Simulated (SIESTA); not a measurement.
The system is NbTe.

```
Te Nb
1.0
     3.70297    0.00000    0.00000
    -1.85149    3.20687    0.00000
     0.00000    0.00000    3.69421
Te Nb
1 1
Direct
  0.66667 0.33333 0.00000
  0.00000 0.00000 0.50000
```

The cell comes from a database or a generator and needn't be the stable form of this composition.

Base run:

```yaml
Program: SIESTA 5.4.2
Functional: PBE
Potentials_or_basis: PseudoDojo 0.4 standard (PBE files)
Basis: SZP (energy shift 0.003 Ry)
Grid_cutoff: 800 Ry
Energy_shift: 0.003 Ry
k_mesh: 8 × 8 × 7
Occupations: fermi-dirac, width 0.05 eV
Spin: no spin polarisation
```

Its results: band gap on the k mesh none (metal or under the smearing width); pressure 2.9 GPa.

Q: The run is repeated on the same cell with these changes: basis from SZP (energy shift 0.003 Ry) to TZP (energy shift 0.003 Ry; two zetas on semicore shells). What comes out?

A: Band gap on the k mesh none (metal or under the smearing width); pressure 1.6 GPa.

Caveats: the basis of atomic orbitals isn't converged, which shifts pressures, moduli and gaps.
